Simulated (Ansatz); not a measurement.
# Al: stress in a strained cell

Al is deformed so: equal xy, yz and zx engineering shear strains of +2 %. What stress and forces result, by LAPW, PAW and all-electron datasets made for the crystal?

Method: DFT LDA, scalar-relativistic, in Ansatz 0.2.0.

### Step 1. Starting point

The structure is cubic, space group Fm-3m (No. 225). Conventional cell: a = 4.048 Å, b = 4.048 Å, c = 4.048 Å, α = 90.00°, β = 90.00°, γ = 90.00°. Al (site symmetry m-3m) is surrounded by 12 Al at 2.86 Å.

Structure file:

```cif
data_structure
_symmetry_space_group_name_H-M 'P 1'
_symmetry_Int_Tables_number 1
_cell_length_a 2.8623
_cell_length_b 2.8623
_cell_length_c 2.8623
_cell_angle_alpha 60.000
_cell_angle_beta 60.000
_cell_angle_gamma 60.000
_cell_volume 16.58
loop_
_atom_site_label
_atom_site_type_symbol
_atom_site_fract_x
_atom_site_fract_y
_atom_site_fract_z
_atom_site_occupancy
Al1 Al 0.00000 0.00000 0.00000 1
```

### Step 2. The deformed structure

Space group Fm-3m before, R-3m after.

### Step 3. LAPW, all electrons

input.yaml

```yaml
crystal:
  lattice:
    - [0.0404796, 2.0442198, 2.0442198]
    - [2.0442198, 0.0404796, 2.0442198]
    - [2.0442198, 2.0442198, 0.0404796]
  atoms:
    - { symbol: Al, position: [0.0, 0.0, 0.0] }
kpoints:
  mp_grid: { grid: [17, 17, 17] }
  band_path:
    path:
      - [0.0, 0.0, 0.0]
      - [0.5, 0.5, 0.5]
      - [0.2451701269, 0.5, 0.7548298731]
      - [-0.2451701269, 0.2451701269, 0.5]
      - [0.0, 0.0, 0.5]
      - [0.0, 0.0, 0.0]
      - [-0.3725850634, 0.0, 0.3725850634]
      - [0.0, 0.3725850634, 0.6274149366]
      - [0.0, 0.5, 0.5]
    npoints: 5
scf:
  occupations: { method: fermi_dirac, width: 0.03 }
hamiltonian:
  xc: lda
  pseudopotentials: { kind: all_electron, lapw: { basis_error: 0.0005 } }
output:
  forces: true
  stress: true
  eigenvalues: true
```

Launch:

```bash
ansatz run input.yaml --threads 1 --pin off --max-ram 3072MiB --backend cpu --events-out ev --progress --plain --runs-dir out
```

### Step 4. PAW with frozen cores

input.yaml

```yaml
crystal:
  lattice:
    - [0.0404796, 2.0442198, 2.0442198]
    - [2.0442198, 0.0404796, 2.0442198]
    - [2.0442198, 2.0442198, 0.0404796]
  atoms:
    - { symbol: Al, position: [0.0, 0.0, 0.0] }
kpoints:
  mp_grid: { grid: [17, 17, 17] }
scf:
  occupations: { method: fermi_dirac, width: 0.03 }
hamiltonian:
  xc: lda
  pseudopotentials: { kind: paw }
output:
  forces: true
  stress: true
  eigenvalues: true
  efg: { contact_densities: true }
```

### Step 5. All-electron PAW on datasets made for the crystal

Edit input.yaml of step 4 so:

```diff
@@ -13,3 +13,3 @@
   xc: lda
-  pseudopotentials: { kind: paw }
+  pseudopotentials: { kind: all_electron, datasets: crystal }
 output:
```

(Steps that only read results are left out.)

Before running it: what results should come out? Wanted: pressure; largest shear or deviatoric stress.

As calculated:

| quantity | value |
| --- | --- |
| pressure | LAPW -3.56, PAW -3.57, crystal datasets -3.56 GPa |
| largest shear or deviatoric stress (LAPW) | 0.82 GPa |

What this shows: The largest part of the stress beyond the pressure is 0.82 GPa in size. No run of the undeformed cell stands beside it, so the pressure holds what the given cell had before the change. PAW: stress within 0.01 GPa of LAPW. Crystal datasets: stress within 0.01 GPa of LAPW.
